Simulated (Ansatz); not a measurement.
# SrCd2Sb2: the cost of one run

Program: Ansatz 0.2.0. Level of theory: DFT PBEsol, scalar-relativistic, plane waves, PAW. These are calculated values, not measurements.

1 further run of the same task is left out (it didn't finish).

## 1. The starting structure

It takes space group P-3m1 (No. 164, trigonal). The conventional cell has a = 4.709 Å, b = 4.709 Å, c = 7.822 Å, α = 90.00°, β = 90.00°, γ = 120.00°. Around Sr (site symmetry -3m) lie 6 Sb at 3.35 Å. Around Cd (site symmetry 3m) lie 4 Sb at 2.87 to 2.97 Å. Sb (site symmetry 3m) has 4 Cd at 2.87 to 2.97 Å as nearest neighbours.

Coordinates:

```cif
data_structure
_symmetry_space_group_name_H-M 'P 1'
_symmetry_Int_Tables_number 1
_cell_length_a 4.7090
_cell_length_b 4.7090
_cell_length_c 7.8220
_cell_angle_alpha 90.000
_cell_angle_beta 90.000
_cell_angle_gamma 120.000
_cell_volume 150.21
loop_
_atom_site_label
_atom_site_type_symbol
_atom_site_fract_x
_atom_site_fract_y
_atom_site_fract_z
_atom_site_occupancy
Sr1 Sr 0.00000 0.00000 0.00000 1
Cd1 Cd 0.33333 0.66667 0.63080 1
Cd2 Cd 0.66667 0.33333 0.36920 1
Sb1 Sb 0.33333 0.66667 0.25080 1
Sb2 Sb 0.66667 0.33333 0.74920 1
```

Source of the structure: the Crystallography Open Database.

(A quick probe on a coarse mesh, which set the mesh and smearing, is not shown.)

## 3. The relaxation

The input, input.yaml:

```yaml
crystal:
  lattice:
    - [4.7089984297, 0.0, 0.0]
    - [-2.3544992149, 4.0781122665, 0.0]
    - [0.0, 0.0, 7.822]
  atoms:
    - { symbol: Sr, position: [0.0, 0.0, 0.0] }
    - { symbol: Cd, position: [0.3333333333, 0.6666666667, 0.6308] }
    - { symbol: Cd, position: [0.6666666667, 0.3333333333, 0.3692] }
    - { symbol: Sb, position: [0.3333333333, 0.6666666667, 0.2508] }
    - { symbol: Sb, position: [0.6666666667, 0.3333333333, 0.7492] }
basis:
  ecutwfc: 420
kpoints:
  mp_grid: { grid: [12, 12, 6] }
hamiltonian:
  xc: pbesol
scf:
  occupations: { method: gaussian, width: 0.1 }
output:
  forces: true
  stress: true
  eigenvalues: true
relax:
  adjacent_minimum: "off"
  f_tol: 0.005
  max_steps: 80
  cell: { stress_tol: 0.05 }
```

Launch:

```console
$ ansatz run input.yaml --threads 1 --pin off --max-ram 2560MiB --backend cpu --events-out ev --progress --plain --runs-dir out
```

Q: Estimate wall time and peak memory on 1 thread of Intel Xeon Platinum 8488C (Sapphire Rapids), shared host.

About 2.1 min, with a peak of 0.82 GiB.
